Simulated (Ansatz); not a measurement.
# Ga26BiAs27: the cost of one run

Program: Ansatz 0.2.0. Level of theory: DFT, PBE, plane-wave PAW, default files, scalar-relativistic, as far as a step names no other. These are calculated values, not measurements.

## (1) The system as given

The structure is cubic, space group F-43m (No. 216). The conventional cell has a = 16.961 Å, b = 16.961 Å, c = 16.961 Å, α = 90.00°, β = 90.00°, γ = 90.00°. Bi (site symmetry -43m) is surrounded by 4 As at 2.45 Å. Ga (site symmetry m) is surrounded by 4 As at 2.45 Å. Ga (site symmetry 3m) has 4 As at 2.45 Å as nearest neighbours. Ga (site symmetry 2mm) has 4 As at 2.45 Å as nearest neighbours. Around As (site symmetry 3m) lie 1 Bi at 2.45 Å and 3 Ga at 2.45 Å. As (site symmetry 2mm) is surrounded by 4 Ga at 2.45 Å. As (site symmetry m) has 4 Ga at 2.45 Å as nearest neighbours. Only part of the 10 independent sites is listed.

Coordinates:

```
Bi Ga As
1.0
     0.00000    8.48055    8.48055
     8.48055    0.00000    8.48055
     8.48055    8.48055    0.00000
Bi Ga As
1 26 27
Direct
  0.00000 0.00000 0.00000
  0.00000 0.00000 0.33333
  0.00000 0.00000 0.66667
  0.00000 0.33333 0.00000
  0.00000 0.33333 0.33333
  0.00000 0.33333 0.66667
  0.00000 0.66667 0.00000
  0.00000 0.66667 0.33333
  0.00000 0.66667 0.66667
  0.33333 0.00000 0.00000
  0.33333 0.00000 0.33333
  0.33333 0.00000 0.66667
  0.33333 0.33333 0.00000
  0.33333 0.33333 0.33333
  0.33333 0.33333 0.66667
  0.33333 0.66667 0.00000
  0.33333 0.66667 0.33333
  0.33333 0.66667 0.66667
  0.66667 0.00000 0.00000
  0.66667 0.00000 0.33333
  0.66667 0.00000 0.66667
  0.66667 0.33333 0.00000
  0.66667 0.33333 0.33333
  0.66667 0.33333 0.66667
  0.66667 0.66667 0.00000
  0.66667 0.66667 0.33333
  0.66667 0.66667 0.66667
  0.08333 0.08333 0.08333
  0.08333 0.08333 0.41667
  0.08333 0.08333 0.75000
  0.08333 0.41667 0.08333
  0.08333 0.41667 0.41667
  0.08333 0.41667 0.75000
  0.08333 0.75000 0.08333
  0.08333 0.75000 0.41667
  0.08333 0.75000 0.75000
  0.41667 0.08333 0.08333
  0.41667 0.08333 0.41667
  0.41667 0.08333 0.75000
  0.41667 0.41667 0.08333
  0.41667 0.41667 0.41667
  0.41667 0.41667 0.75000
  0.41667 0.75000 0.08333
  0.41667 0.75000 0.41667
  0.41667 0.75000 0.75000
  0.75000 0.08333 0.08333
  0.75000 0.08333 0.41667
  0.75000 0.08333 0.75000
  0.75000 0.41667 0.08333
  0.75000 0.41667 0.41667
  0.75000 0.41667 0.75000
  0.75000 0.75000 0.08333
  0.75000 0.75000 0.41667
  0.75000 0.75000 0.75000
```

Atom 1 of the input is the impurity.

## (2) Gradients at the starting positions

input.yaml reads:

```yaml
crystal:
  lattice:
    - [0.0, 8.48055, 8.48055]
    - [8.48055, 0.0, 8.48055]
    - [8.48055, 8.48055, 0.0]
  atoms:
    - { symbol: Bi, position: [0.0, 0.0, 0.0] }
    - { symbol: Ga, position: [0.0, 0.0, 0.3333333333] }
    - { symbol: Ga, position: [0.0, 0.0, 0.6666666667] }
    - { symbol: Ga, position: [0.0, 0.3333333333, 0.0] }
    - { symbol: Ga, position: [0.0, 0.3333333333, 0.3333333333] }
    - { symbol: Ga, position: [0.0, 0.3333333333, 0.6666666667] }
    - { symbol: Ga, position: [0.0, 0.6666666667, 0.0] }
    - { symbol: Ga, position: [0.0, 0.6666666667, 0.3333333333] }
    - { symbol: Ga, position: [0.0, 0.6666666667, 0.6666666667] }
    - { symbol: Ga, position: [0.3333333333, 0.0, 0.0] }
    - { symbol: Ga, position: [0.3333333333, 0.0, 0.3333333333] }
    - { symbol: Ga, position: [0.3333333333, 0.0, 0.6666666667] }
    - { symbol: Ga, position: [0.3333333333, 0.3333333333, 0.0] }
    - { symbol: Ga, position: [0.3333333333, 0.3333333333, 0.3333333333] }
    - { symbol: Ga, position: [0.3333333333, 0.3333333333, 0.6666666667] }
    - { symbol: Ga, position: [0.3333333333, 0.6666666667, 0.0] }
    - { symbol: Ga, position: [0.3333333333, 0.6666666667, 0.3333333333] }
    - { symbol: Ga, position: [0.3333333333, 0.6666666667, 0.6666666667] }
    - { symbol: Ga, position: [0.6666666667, 0.0, 0.0] }
    - { symbol: Ga, position: [0.6666666667, 0.0, 0.3333333333] }
    - { symbol: Ga, position: [0.6666666667, 0.0, 0.6666666667] }
    - { symbol: Ga, position: [0.6666666667, 0.3333333333, 0.0] }
    - { symbol: Ga, position: [0.6666666667, 0.3333333333, 0.3333333333] }
    - { symbol: Ga, position: [0.6666666667, 0.3333333333, 0.6666666667] }
    - { symbol: Ga, position: [0.6666666667, 0.6666666667, 0.0] }
    - { symbol: Ga, position: [0.6666666667, 0.6666666667, 0.3333333333] }
    - { symbol: Ga, position: [0.6666666667, 0.6666666667, 0.6666666667] }
    - { symbol: As, position: [0.0833333333, 0.0833333333, 0.0833333333] }
    - { symbol: As, position: [0.0833333333, 0.0833333333, 0.4166666667] }
    - { symbol: As, position: [0.0833333333, 0.0833333333, 0.75] }
    - { symbol: As, position: [0.0833333333, 0.4166666667, 0.0833333333] }
    - { symbol: As, position: [0.0833333333, 0.4166666667, 0.4166666667] }
    - { symbol: As, position: [0.0833333333, 0.4166666667, 0.75] }
    - { symbol: As, position: [0.0833333333, 0.75, 0.0833333333] }
    - { symbol: As, position: [0.0833333333, 0.75, 0.4166666667] }
    - { symbol: As, position: [0.0833333333, 0.75, 0.75] }
    - { symbol: As, position: [0.4166666667, 0.0833333333, 0.0833333333] }
    - { symbol: As, position: [0.4166666667, 0.0833333333, 0.4166666667] }
    - { symbol: As, position: [0.4166666667, 0.0833333333, 0.75] }
    - { symbol: As, position: [0.4166666667, 0.4166666667, 0.0833333333] }
    - { symbol: As, position: [0.4166666667, 0.4166666667, 0.4166666667] }
    - { symbol: As, position: [0.4166666667, 0.4166666667, 0.75] }
    - { symbol: As, position: [0.4166666667, 0.75, 0.0833333333] }
    - { symbol: As, position: [0.4166666667, 0.75, 0.4166666667] }
    - { symbol: As, position: [0.4166666667, 0.75, 0.75] }
    - { symbol: As, position: [0.75, 0.0833333333, 0.0833333333] }
    - { symbol: As, position: [0.75, 0.0833333333, 0.4166666667] }
    - { symbol: As, position: [0.75, 0.0833333333, 0.75] }
    - { symbol: As, position: [0.75, 0.4166666667, 0.0833333333] }
    - { symbol: As, position: [0.75, 0.4166666667, 0.4166666667] }
    - { symbol: As, position: [0.75, 0.4166666667, 0.75] }
    - { symbol: As, position: [0.75, 0.75, 0.0833333333] }
    - { symbol: As, position: [0.75, 0.75, 0.4166666667] }
    - { symbol: As, position: [0.75, 0.75, 0.75] }
kpoints:
  mp_grid: { grid: [2, 2, 2] }
scf:
  occupations: { method: fermi_dirac, width: 0.01 }
hamiltonian:
  xc: pbe
  pseudopotentials: { kind: paw }
output:
  forces: true
  stress: true
  populations: true
  efg:
    quadrupole_moments_barn: { Bi: -0.516, Ga: 0.107, As: 0.311 }
    contact_densities: true
  write_density: true
  write_potential: true
  elf: true
  volumetric_format: npy
```

Launch:

```
ansatz run input.yaml --threads 4 --pin off --max-ram 10240MiB --backend cpu --events-out ev --progress --plain --runs-dir out
```

**Question.** How long does this run take on 4 threads of Arm Neoverse V1, shared host, and how much memory does it need?

About 86 s, with a peak of 7.1 GiB.
